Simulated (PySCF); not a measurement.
# C7H7BF2: the cost of one run

Computed with PySCF 2.14.0 and routines of our own; the level stands in each step. Atoms count from 0.

### 1 The system as given

17 atoms, charge 0, multiplicity 1; geometry from: GFN2-xTB.

### 2 Optimising the geometry at PBE0-D3(BJ)/def2-SVP

The job: settings as JSON, then the geometry in Å.

```
{"job": {"xc": "PBE0", "basis": "def2-SVP", "d3": "d3bj", "grid": 2, "kind": "geom"}, "charge": 0, "multiplicity": 1}
C     -1.083238     1.464904    -0.361398
B     -1.592628     0.006112    -0.068976
C     -3.117944    -0.356439     0.029130
C     -0.549666    -1.132517     0.131926
F     -1.011765    -2.406441     0.293233
C      0.757255    -0.946403     0.158618
C      1.984637    -0.635291     0.181769
C      3.222478    -0.345177     0.190212
C      4.492703    -0.045823     0.203925
F      5.149919     0.284689     1.332540
H     -0.089544     1.666822     0.031017
H     -1.022077     1.607015    -1.441290
H     -1.760765     2.231981     0.006005
H     -3.418780    -0.315530     1.077944
H     -3.764679     0.334510    -0.506430
H     -3.340331    -1.367997    -0.304588
H      5.137427    -0.032385    -0.664623
```

On the command line:

```sh
$ OMP_NUM_THREADS=1 python excited_run.py task.json out
```

One launch serves the whole session: the jobs run in the order shown.

Q: Estimate the wall time and peak memory of this first job on 1 thread of Intel Xeon Platinum 8488C, shared host.

About 1.9 min, with a peak of 0.81 GiB.
